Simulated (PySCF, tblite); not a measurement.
**CH₄AsGeN₂ radical: geometry, infrared bands and EPR parameters**

What infrared bands and EPR parameters should CH₄AsGeN₂ radical (`N#[C][Ge@H]([NH])[AsH2]`) show?

Programs: tblite 0.8.0 and PySCF 2.14.0, with density-fitted response routines of our own. Each step states its level of theory. These are calculated values for one molecule in the gas phase, unless marked as measured. Atoms are numbered from 0 throughout.

## 1. Starting geometry

9 atoms, charge 0, multiplicity 2; geometry from: force field or distance geometry start.

Bonds of the start (Å): N0–C1 1.15, C1–Ge2 1.90, Ge2–N3 1.86, Ge2–As4 2.41, Ge2–H5 1.54, N3–H6 1.05, As4–H7 1.57, As4–H8 1.56.

## 2. Optimising the geometry with GFN2-xTB

The job: settings as JSON, then the geometry in Å.

```
{"job": {"kind": "relax", "xc": "GFN2-xTB", "basis": "xTB"}, "charge": 0, "multiplicity": 2}
N      1.668900     1.635000    -1.709700
C      1.208500     0.927800    -0.925800
Ge     0.490100    -0.249300     0.384600
N      0.661500    -2.000700    -0.206800
As    -1.844700     0.258100     0.692300
H      1.225500    -0.063100     1.722800
H      0.238700    -2.608400     0.537400
H     -2.083800     0.314800    -0.854200
H     -1.551100     1.791800     0.761600
```

Run with:

```sh
$ OMP_NUM_THREADS=1 python probes_run.py task.json out
```

One launch serves the whole session: the jobs run in the order shown.

Log:

```text
step      E/eV     max force
  0    -385.90238    2.156
  1    -385.99956    3.421
  2    -386.05927    1.800
  3    -386.12437    0.333
  4    -386.13436    0.302
  5    -386.16284    0.461
  6    -386.17686    0.433
  7    -386.19539    0.364
  8    -386.20457    0.309
  9    -386.21126    0.301
 10    -386.21617    0.307
 11    -386.22131    0.231
 12    -386.22540    0.215
 13    -386.22883    0.156
 14    -386.23172    0.200
 15    -386.23415    0.171
 16    -386.23569    0.121
 17    -386.23662    0.113
 18    -386.23759    0.110
 19    -386.23914    0.156
 20    -386.24110    0.167
 21    -386.24291    0.111
 22    -386.24384    0.081
 23    -386.24436    0.080
 24    -386.24511    0.082
 25    -386.24614    0.095
 26    -386.24712    0.096
 27    -386.24791    0.077
 28    -386.24865    0.090
 29    -386.24954    0.097
 30    -386.25063    0.102
 31    -386.25177    0.117
 32    -386.25268    0.106
 33    -386.25324    0.069
 34    -386.25348    0.030
 35    -386.25359    0.029
 36    -386.25370    0.042
 37    -386.25382    0.034
 38    -386.25396    0.036
 39    -386.25409    0.033
 40    -386.25420    0.029
 41    -386.25430    0.034
 42    -386.25442    0.036
 43    -386.25459    0.049
 44    -386.25484    0.063
 45    -386.25509    0.056
 46    -386.25525    0.031
 47    -386.25532    0.024
 48    -386.25534    0.021
 49    -386.25538    0.026
 50    -386.25545    0.036
 51    -386.25557    0.038
 52    -386.25567    0.024
 53    -386.25572    0.015
 54    -386.25574    0.010
 55    -386.25575    0.013
 56    -386.25577    0.017
 57    -386.25579    0.018
 58    -386.25583    0.016
 59    -386.25586    0.017
 60    -386.25588    0.019
 61    -386.25590    0.018
 62    -386.25594    0.022
 63    -386.25600    0.030
 64    -386.25609    0.030
 65    -386.25616    0.022
 66    -386.25618    0.014
 67    -386.25620    0.008
```

It took 0.31 s on 1 thread of Arm Neoverse V2, shared host.

Along the way: (not every step is listed)

| step | energy from step 0 (eV) | largest force (eV/Å) |
| --- | --- | --- |
| 0 | 0.0000 | 2.1562 |
| 1 | -0.0972 | 3.4212 |
| 2 | -0.1569 | 1.8003 |
| 3 | -0.2220 | 0.3331 |
| 4 | -0.2320 | 0.3022 |
| 5 | -0.2605 | 0.4612 |
| 6 | -0.2745 | 0.4328 |
| 7 | -0.2930 | 0.3642 |
| 8 | -0.3022 | 0.3090 |
| 13 | -0.3265 | 0.1556 |
| 18 | -0.3352 | 0.1095 |
| 23 | -0.3420 | 0.0796 |
| 28 | -0.3463 | 0.0903 |
| 33 | -0.3509 | 0.0689 |
| 38 | -0.3516 | 0.0363 |
| 43 | -0.3522 | 0.0492 |
| 48 | -0.3530 | 0.0206 |
| 53 | -0.3533 | 0.0152 |
| 58 | -0.3535 | 0.0163 |
| 62 | -0.3536 | 0.0225 |
| 63 | -0.3536 | 0.0301 |
| 64 | -0.3537 | 0.0303 |
| 65 | -0.3538 | 0.0224 |
| 66 | -0.3538 | 0.0145 |
| 67 | -0.3538 | 0.0078 |

Close pairs (by a distance rule), those that changed most:

```
   bond  before (Å)  after (Å)  change (Å)
 Ge2–N3       1.856      1.725      -0.132
Ge2–As4       2.409      2.487      +0.078
 As4–H7       1.566      1.496      -0.070
 As4–H8       1.563      1.502      -0.061
  N3–H6       1.050      1.011      -0.039
 C1–Ge2       1.902      1.936      +0.033
  N0–C1       1.152      1.144      -0.008
 Ge2–H5       1.538      1.541      +0.002
```

The next job starts from the end point, and lists it.

## 3. Vibrational analysis with GFN2-xTB

The job: settings as JSON, then the geometry in Å.

```
{"job": {"kind": "ir", "xc": "GFN2-xTB", "basis": "xTB"}, "charge": 0, "multiplicity": 2}
N      1.465775     1.634255    -1.598895
C      1.122964     0.857358    -0.832682
Ge     0.488980    -0.385189     0.509340
N      0.472845    -1.950962    -0.213960
As    -1.849163     0.441904     0.688885
H      1.231797     0.031768     1.793087
H      0.523943    -2.785355     0.354086
H     -2.045972     0.301639    -0.787712
H     -1.397609     1.860576     0.489911
```

Log:

```text
mode    cm-1     km/mol
  1      62.2      3.87
  2      83.6      3.53
  3     113.4     16.90
  4     130.2      5.15
  5     188.5      1.42
  6     263.6     11.35
  7     313.2      8.14
  8     381.1     43.75
  9     438.7     46.52
 10     483.7     69.11
 11     549.8      8.31
 12     590.1     15.50
 13     635.4    106.53
 14     732.8     91.47
 15     815.1     41.29
 16    1002.9    115.98
 17    1657.7    457.56
 18    1925.5    569.86
 19    1965.5    481.01
 20    2331.5    119.31
 21    3401.8      2.38
```

Run time: 0.18 s. Hardware: 1 thread of Arm Neoverse V2, shared host.

The strongest bands and the atoms that carry them (share of the mass-weighted mode):

```
cm⁻¹  km/mol             atoms
 484    69.1  H5 53 %, H7 30 %
 635   106.5           H5 86 %
 733    91.5  N3 62 %, H6 25 %
1003   116.0  H8 50 %, H7 49 %
1658   457.6           H5 99 %
1926   569.9           H8 98 %
1966   481.0           H7 98 %
2332   119.3  C1 56 %, N0 44 %
```

## 4. EPR parameters: B3LYP/def2-TZVP-core+pcH-1

Same as in step 3 but for these lines:

```diff
@@ -1,2 +1,2 @@
-{"job": {"kind": "ir", "xc": "GFN2-xTB", "basis": "xTB"}, "charge": 0, "multiplicity": 2}
+{"job": {"kind": "epr", "basis": "pcH-1"}, "charge": 0, "multiplicity": 2}
 N      1.465775     1.634255    -1.598895
```

Method: UKS B3LYP, def2-TZVP-core on As Ge, pcH-1 on C H N, non-relativistic, mean-field spin-orbit, GIAO.

Log:

```text
UKS, coarse grid
  cycle   1  E = -4462.71334276  |g| = 1.95e+00
  cycle   2  E = -4461.76053460  |g| = 1.78e+00
  cycle   3  E = -4462.08162930  |g| = 1.34e+00
  cycle   4  E = -4462.91192286  |g| = 3.13e-01
  cycle   5  E = -4462.94127022  |g| = 1.36e-01
  cycle   6  E = -4462.94742020  |g| = 6.74e-02
  cycle   7  E = -4462.94913248  |g| = 3.05e-02
  cycle   8  E = -4462.94958914  |g| = 1.47e-02
  cycle   9  E = -4462.94974175  |g| = 2.92e-03
  cycle  10  E = -4462.94975101  |g| = 1.35e-03
  cycle  11  E = -4462.94974933  |g| = 8.20e-04
UKS, final grid
  cycle   1  E = -4462.94972089  |g| = 8.52e-04
  cycle   2  E = -4462.94972051  |g| = 1.59e-03
  cycle   3  E = -4462.94972177  |g| = 2.55e-04
  cycle   4  E = -4462.94972192  |g| = 2.20e-04
  cycle   5  E = -4462.94972209  |g| = 1.94e-04
  cycle   6  E = -4462.94972216  |g| = 7.21e-05
  cycle   7  E = -4462.94972217  |g| = 2.50e-05
  cycle   8  E = -4462.94972217  |g| = 7.84e-06
E = -4462.94972217 Eh   <S^2> = 0.7577 (exact 0.7500)
g shifts (ppm)      1          2          3
  rmc          -217       -217       -217
  gc             -4         50         52
  oz_so        -309       6547      10676
  total        -529       6381      10512
hyperfine (MHz)  atom isotope    a_iso     a_fc   dipolar eigenvalues
    0   14N      -0.13      -0.16     -0.78     -0.15      0.92
    1   13C      24.95      24.99     -1.53     -1.09      2.61
    2  73Ge      30.11      30.62     -1.61     -1.40      3.01
    3   14N      26.33      26.23    -39.08    -37.80     76.88
    4  75As     -58.89     -55.02    -63.74    -59.08    122.81
    5    1H      31.92      31.95     -2.36     -1.97      4.33
    6    1H     -51.27     -51.44    -47.76     -8.66     56.42
    7    1H      -5.94      -6.07     -3.87     -0.02      3.89
    8    1H      -1.70      -1.86     -3.88      1.06      2.82
```

It took 5 min on 1 thread of Arm Neoverse V2, shared host; peak memory 1.4 GiB.

Principal g values 2.00179, 2.00870, 2.01283; g(iso) = 2.00777, against 2.00232 for a free electron.

Mean a(iso) over the nuclei that a row names, and the largest dipolar term of the row (other rows stand at the frozen geometry):

| nuclei | isotope | a(iso) (MHz) | a(iso) (G, at g = 2.0023) | largest dipolar term (MHz) |
| --- | --- | --- | --- | --- |
| As4 | 75As | -58.9 | -21.0 | 122.8 |
| H6 | 1H | -51.3 | -18.3 | 56.4 |
| H5 | 1H | 31.9 | 11.4 | 4.3 |
| Ge2 | 73Ge | 30.1 | 10.7 | 3.0 |
| N3 | 14N | 26.3 | 9.4 | 76.9 |
| C1 | 13C | 25.0 | 8.9 | 2.6 |
| H7, H8 | 1H | -3.8 | -1.4 | 3.9 |
| N0 | 14N | -0.1 | 0.0 | 0.9 |

Mulliken spin populations:

| atom | value (e) |
| --- | --- |
| N0 | -0.01 |
| C1 | 0.02 |
| Ge2 | -0.07 |
| N3 | 0.88 |
| As4 | 0.19 |
| H5 | 0.02 |
| H6 | -0.03 |
| H7 | 0.00 |
| H8 | 0.00 |

In first order the couplings over 0.8 MHz of 75As, 1H, 14N give 144 distinct lines over 114.2 G, if the averaged nuclei exchange fast; the same motion can average rows kept apart here too.

Orbitals, density, ELF and potential are computed afterwards from the orbital file.

ELF in a plane through or near 4 of the atoms.

Ten even steps from '0' (0.00) to '9' (0.99):
```
0000000000000000000000000000
0000000000000000000000000000
0000000000000013443100000000
0000000000001247888620000000
0000000000012467789840000000
0000000000034687358740000000
0000000000036614875420000000
0000000111027812664200000000
0000001355422787630000000000
0000024677721132000000000000
0000489853841232112242100000
0001899986643454443332100000
0000599842211343134310000000
0000034200000242224310000000
0000000000000356665420000000
0000000000000267776520000000
0000000000000146665310000000
0000000000000001111000000000
0000000000000000000000000000
0000000000000000000000000000
```
The map spans 10.7 Å across and 10.1 Å up, centred on the molecule. Atoms in the plane (x, y in Å): N0 (1.1, 2.4), C1 (0.4, 1.6), N3 (-1.9, -0.2), H6 (-2.7, -0.7).

log10 of the density (e/Å³) in the same plane.

Ten even steps from '0' (-4.0) to '9' (0.7):
```
0000000000000000000000000000
0000000000000123332200000000
0000000000012344444320000000
0000000000133456766542100000
0000000001345678987653100000
0000000012356789997653200000
0000012234456899987643100000
0000123445567899876542100000
0001244667777787765432100000
0002456788888776655443310000
0012467899987776666554321000
0013568888877677777654421000
0002456666655678887754321000
0001234444445678887654321000
0000011222334567776653320000
0000000001233456666543210000
0000000000022344444432100000
0000000000001223333222110000
0000000000000011222222110000
0000000000000000011222211000
```
The map spans 10.7 Å across and 10.1 Å up, centred on the molecule. Atoms in the plane (x, y in Å): N0 (1.1, 2.4), C1 (0.4, 1.6), N3 (-1.9, -0.2), H6 (-2.7, -0.7).

On the surface of density 0.002 e/bohr³ the electrostatic potential runs, from the 1st to the 99th percentile, from -1.83 V near N0 to 2.04 V near H6.

The spin density lies nearest to N3 69 %; As4 13 %; H6 6 %.

## 5. Outcome

| quantity | value |
| --- | --- |
| strongest single infrared mode (GFN2-xTB) | 1926 cm⁻¹, 570 km/mol |
| zero-point energy (GFN2-xTB) | 25.8 kcal/mol |
| g(iso) (B3LYP) | 2.00777 |
| ⟨S²⟩ | 0.758 (exact 0.75) |
| largest a(iso) (averaged by class) | 75As on As4, -58.9 MHz |
| potential on the surface of density 0.002 e/bohr³, 1st and 99th percentile | -1.83 V and 2.04 V |

**Reading.** The optimisation took 67 steps and gained 0.354 eV; among the close pairs (by a distance rule), Ge2–N3 changed most, from 1.856 to 1.725 Å. All 21 modes are real, so the xTB geometry is a minimum. The strongest single mode, at 1926 cm⁻¹, moves mainly H8. GFN2-xTB is a fitted tight-binding method: band positions and strengths are rough. Its intensities can rank the bands wrongly. N3 carries the largest spin population, 0.88 e. The isotropic g lies 5.5 ppt above the free-electron value. The hyperfine terms hold no scalar relativity, which the heavier nuclei need. These values are for one conformer; the search (at its own cheap level) found 1 more, at 0.17 kcal/mol, and measured spectra average over such forms.
